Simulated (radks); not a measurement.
# Ce inside a hard spherical wall

Aim: energy, levels and pressure of Ce as a wall, at which all orbitals vanish, closes in. The configuration stays [Xe] 4f1 5d1 6s2.

Program: radks (a radial shooting solver on a logarithmic mesh, Libxc functionals) version 1. Level of theory: scalar-relativistic Kohn-Sham, PBE, spin-unpolarised, spherical densities, finite nucleus. These are calculated values, not measurements, unless marked.

## Step 1: The system

```
element            : cerium (Z = 58)
charge             : 0
electrons          : 58
configuration      : [Xe] 4f1 5d1 6s2
nuclear rms radius : 4.8771 fm
```

Outer shells as boxes (Hund's rule):

Ce
```
[Xe] core
4f [↑ ][  ][  ][  ][  ][  ][  ]
5d [↑ ][  ][  ][  ][  ]
6s [↑↓]
```

## Step 2: The free atom

Settings of this run:

```text
Z 58
configuration [Xe] 4f1 5d1 6s2 6p0 7s0 5f0
relativity scalar-relativistic
functional pbe,pbe
spin unpolarised
nucleus finite rms 4.8771 fm
c 137.035999084
```

## Step 3: Wall at 20 bohr

Settings, as their differences from step 2:

```diff
@@ -6,2 +6,3 @@
 nucleus finite rms 4.8771 fm
+wall 20 bohr
 c 137.035999084
```

## Step 4: Wall at 15 bohr

Settings, as their differences from step 3:

```diff
@@ -6,3 +6,3 @@
 nucleus finite rms 4.8771 fm
-wall 20 bohr
+wall 15 bohr
 c 137.035999084
```

## Step 5: Wall at 10 bohr

Settings, as their differences from step 4:

```diff
@@ -6,3 +6,3 @@
 nucleus finite rms 4.8771 fm
-wall 15 bohr
+wall 10 bohr
 c 137.035999084
```

## Step 6: Wall at 7 bohr

Settings, as their differences from step 5:

```diff
@@ -6,3 +6,3 @@
 nucleus finite rms 4.8771 fm
-wall 10 bohr
+wall 7 bohr
 c 137.035999084
```

## Step 7: Wall at 4 bohr

Settings, as their differences from step 6:

```diff
@@ -6,3 +6,3 @@
 nucleus finite rms 4.8771 fm
-wall 7 bohr
+wall 4 bohr
 c 137.035999084
```

## Step 8: Wall at 3 bohr

Settings, as their differences from step 7:

```diff
@@ -6,3 +6,3 @@
 nucleus finite rms 4.8771 fm
-wall 4 bohr
+wall 3 bohr
 c 137.035999084
```

## Step 9: Wall at 2.5 bohr

Settings, as their differences from step 8:

```diff
@@ -6,3 +6,3 @@
 nucleus finite rms 4.8771 fm
-wall 3 bohr
+wall 2.5 bohr
 c 137.035999084
```

What does the calculation give? Wanted: for each run, R; E − E(free); ε(5d); ε(6p, empty); ε(7s, empty); ε(5f, empty); pressure.

As calculated:

```tsv
R (bohr)	E − E(free) (eV)	ε(5d) (eV)	ε(6p, empty) (eV)	ε(7s, empty) (eV)	ε(5f, empty) (eV)	pressure (GPa)
free	0.000	-3.060	-1.348	-	-	0
20	0.000	-3.059	-1.348	0.013	1.231	< 0.0001
15	0.001	-3.057	-1.334	0.378	1.876	0.000273
10	0.100	-2.883	-0.963	2.820	3.866	0.0818
7	1.655	-1.697	1.347	11.239	8.262	2.70
4	34.687	7.684	24.889	70.196	30.138	227
3	136.84	25.916	71.531	166.87	61.284	2023
2.5	312.68	50.903	132.30	283.46	97.318	7600
```

At the tightest wall, 2.5 bohr, the energy stands 312.68 eV above the free atom and the pressure, −dE/dV, is 7600 GPa. Of the levels in the table that exist at both ends, 6p (empty) rises most from the free atom (133.65 eV). From R = 4 bohr inwards the highest occupied level lies above zero, pushed up by confinement. Shells are not refilled when levels cross, and a hard wall is a model, not a crystal.
